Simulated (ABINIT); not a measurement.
Crystal: AlBN.

```
Al B N
1.0
     2.64562    0.00000    0.00000
     0.00000    2.64562    0.00000
     0.00000    0.00000    5.40264
Al B N
1 1 1
Direct
  0.50000 0.50000 0.00000
  0.50000 0.50000 0.50000
  0.00000 0.00000 0.00000
```

The cell was built by a generator and needn't be a form met in nature.

* Program: ABINIT 10.8.3 (patched build)
* Task: relaxation of cell and atoms
* Functional: PBE
* Dispersion: D3(BJ)
* Potentials or basis: PseudoDojo NC SR PBE v0.4.1 standard
* Cutoff: 1143 eV
* k mesh: 8 × 8 × 4
* Occupations: fermi-dirac, width 0.05 eV
* Spin: no spin polarisation

At the start: pressure -2.8 GPa; volume 12.60 Å³/atom.

Problem. Where does the relaxation end?

Solution. Over 10 steps the energy falls by 11.8 meV/atom and the volume is 11.74 Å³/atom (-6.9 %); space group P4/mmm (No. 123, to 0.05 Å).

Step by step:
```tsv
step	energy change (eV)	largest force (eV/Å)	pressure (GPa)	volume (Å³)
1	0.0000	0.0000	-2.80	37.81
2	-0.0046	0.0000	-1.76	37.49
3	-0.0087	0.0000	-0.06	36.90
4	-0.0107	0.0000	0.37	36.65
5	-0.0198	0.0000	3.54	34.89
6	-0.0263	0.0000	2.19	35.13
7	-0.0302	0.0000	0.80	34.72
8	-0.0352	0.0000	-0.47	35.38
9	-0.0355	0.0000	0.06	35.20
10	-0.0355	0.0000	0.00	35.22
```

Final structure:
```
Al B N
1.0
     2.65146    0.00000    0.00000
     0.00000    2.65146    0.00000
     0.00000    0.00000    5.00972
Al B N
1 1 1
Cartesian
  1.3257 1.3257 0.0000
  1.3257 1.3257 2.5049
  0.0000 0.0000 0.0000
```

Caveat: pairwise dispersion overbinds metals, which lowers pressure and volume.
